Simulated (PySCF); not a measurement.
# C5H9NO: electronic excitations

What electronic excitations should C5H9NO (`CC(=O)N1C[C@@H]1C`) show?

Programs: PySCF 2.14.0, with density-fitted response routines of our own. Each step states its level of theory. These are calculated values for one molecule in the gas phase, unless marked as measured. Atoms are numbered from 0 throughout.

**1. The starting structure**

16 atoms, charge 0, multiplicity 1; geometry from: GFN2-xTB.

Bonds of the start (Å): C0–C1 1.51, C1–O2 1.21, C1–N3 1.36, N3–C4 1.43, C4–C5 1.49, C5–C6 1.51, C5–N3 1.43, C0–H7 1.09, C0–H8 1.09, C0–H9 1.09, C4–H10 1.08, C4–H11 1.08, C5–H12 1.09, C6–H13 1.09, C6–H14 1.09, C6–H15 1.09.

**2. Excited states and response: PBE0/def2-SVPD**

The job: settings as JSON, then the geometry in Å.

```
{"job": {"kind": "uv", "xc": "PBE0", "basis": "def2-SVPD", "nstates": 8, "ntriplets": 3}, "charge": 0, "multiplicity": 1}
C     -2.097286    -0.229397     0.804323
C     -1.485452     0.672730    -0.246420
O     -2.088360     1.542269    -0.832189
N     -0.199406     0.349961    -0.541734
C      0.948021     1.127869    -0.885753
C      0.991468     0.112251     0.205203
C      1.692995    -1.207653     0.007860
H     -1.811814     0.135194     1.790425
H     -1.738802    -1.248373     0.691033
H     -3.179527    -0.199821     0.721558
H      1.403048     0.896753    -1.840216
H      0.939249     2.182196    -0.635449
H      1.011999     0.482598     1.229031
H      1.265025    -1.967436     0.658383
H      1.591512    -1.534218    -1.023448
H      2.749732    -1.105979     0.245030
```

With the program's defaults for keys left out, this is: TDDFT PBE0/def2-SVPD, vertical, gas phase, core orbitals frozen in the response.

Launch:

```
> OMP_NUM_THREADS=1 python probes_run.py task.json out
```

The driver reads the jobs from task.json and runs them one after another.

The program printed:

```text
coarse grid: 13160 points
cycle   1  E = -325.1162317020  dE =  1.101e+00  |g| = 8.048e-01  |ddm| = 6.022e+00
cycle   2  E = -324.6609821940  dE =  4.552e-01  |g| = 1.707e+00  |ddm| = 3.375e+00
cycle   3  E = -325.2465188506  dE = -5.855e-01  |g| = 1.890e-01  |ddm| = 2.554e+00
cycle   4  E = -325.2540063179  dE = -7.487e-03  |g| = 7.333e-02  |ddm| = 4.179e-01
cycle   5  E = -325.2550635505  dE = -1.057e-03  |g| = 2.313e-02  |ddm| = 1.462e-01
cycle   6  E = -325.2551753704  dE = -1.118e-04  |g| = 4.449e-03  |ddm| = 4.105e-02
cycle   7  E = -325.2551793748  dE = -4.004e-06  |g| = 1.148e-03  |ddm| = 1.015e-02
final grid: 126592 points
cycle   8  E = -325.3052768467  dE = -2.503e-05  |g| = 1.236e-02  |ddm| = 1.488e-01
cycle   9  E = -325.3051937031  dE =  8.314e-05  |g| = 2.379e-02  |ddm| = 4.233e-02
cycle  10  E = -325.3053087110  dE = -1.150e-04  |g| = 2.565e-03  |ddm| = 2.712e-02
cycle  11  E = -325.3053101466  dE = -1.436e-06  |g| = 2.170e-04  |ddm| = 3.403e-03
cycle  12  E = -325.3053101554  dE = -8.745e-09  |g| = 1.215e-04  |ddm| = 7.077e-04
cycle  13  E = -325.3053101588  dE = -3.453e-09  |g| = 2.275e-05  |ddm| = 2.518e-04
cycle  14  E = -325.3053101589  dE = -1.095e-10  |g| = 7.971e-06  |ddm| = 6.615e-05
converged SCF energy = -325.3053101589

Static polarisability (au): isotropic 70.730, principal 55.340 71.964 84.887

Singlet excitations
state   eV       nm        f      main configurations
  1   5.3824    230.4   0.00449   H->L 0.67, H-1->L 0.16, H->L+1 0.11
  2   6.6690    185.9   0.12071   H-1->L 0.45, H->L 0.27, H->L+1 0.25
  3   6.9713    177.8   0.06270   H->L+1 0.52, H-1->L 0.34
  4   7.3823    167.9   0.11437   H-1->L+1 0.83
  5   7.4551    166.3   0.00494   H->L+2 0.86
  6   7.5749    163.7   0.02355   H->L+3 0.85
  7   7.6976    161.1   0.01080   H->L+4 0.87
  8   7.8404    158.1   0.00500   H-1->L+2 0.89

Triplet excitations (Tamm-Dancoff, eV): 4.8152 5.2795 6.7395
```

Run time: 55 s. Hardware: 1 thread, shared host.

The orbitals next to the gap, with their largest atomic shares:

| orbital | eV | atoms |
| --- | --- | --- |
| HOMO−3 | -10.00 | N3 28 %, C5 11 %, C4 11 % |
| HOMO−2 | -9.73 | C4 26 %, C5 20 %, C6 13 % |
| HOMO−1 | -7.64 | O2 38 %, N3 29 %, C1 9 % |
| HOMO | -7.23 | O2 53 %, N3 21 %, C1 9 % |
| LUMO | 0.16 | C1 25 %, O2 20 %, N3 9 % |
| LUMO+1 | 0.76 | C0 16 %, C1 15 %, H7 12 % |
| LUMO+2 | 1.17 | C6 15 %, H14 12 %, H10 12 % |

With each of the 8 states as a Gaussian band of 0.4 eV half-width at 1/e, the curve within the window shown has maxima at 230 nm (ε 180), 180 nm (ε 7,100), 170 nm (ε 7,100) L/(mol cm). Beyond the last state computed it falls off for lack of states. The curve at chosen wavelengths:

nm, ε (L/mol/cm) and a bar:
```
      152        512 ##
      156       1688 #######
      160       3766 ################
      165       6312 ###########################
      169       7080 ##############################
      173       7036 ##############################
      177       7053 ##############################
      182       7101 ##############################
      186       6417 ###########################
      190       4948 #####################
      194       3205 #############
      199       1471 ######
      203        668 ###
      207        278 #
      211        131 
      216        105 
      220        130 
      224        161 #
      228        180 #
      233        177 #
      237        156 #
      241        125 
      245         93 
      250         58 
      254         36 
      258         22
```

Ground-state properties from the same run:

| property | computed |
| --- | --- |
| dipole moment (D) | 4.18 |
| polarisability (Å³) | 10.48 |
| HOMO–LUMO gap (eV) | 7.39 |
| −ε(HOMO) (eV) | 7.23 |

**3. Results**

| quantity | value |
| --- | --- |
| lowest singlet (PBE0/def2-SVPD) | 5.38 eV (230 nm), f = 0.004 |
| brightest single state of those computed | state 2, 6.67 eV, f = 0.121 |
| lowest triplet | 4.82 eV |

In words: The first singlet state (HOMO→LUMO 0.67, HOMO−1→LUMO 0.16) lies at 5.38 eV and is weak; of the 8 states computed, the strongest absorption comes from state 2 at 6.67 eV. The lowest triplet lies 0.57 eV below the lowest singlet (triplets in Tamm-Dancoff, singlets in full TDDFT).
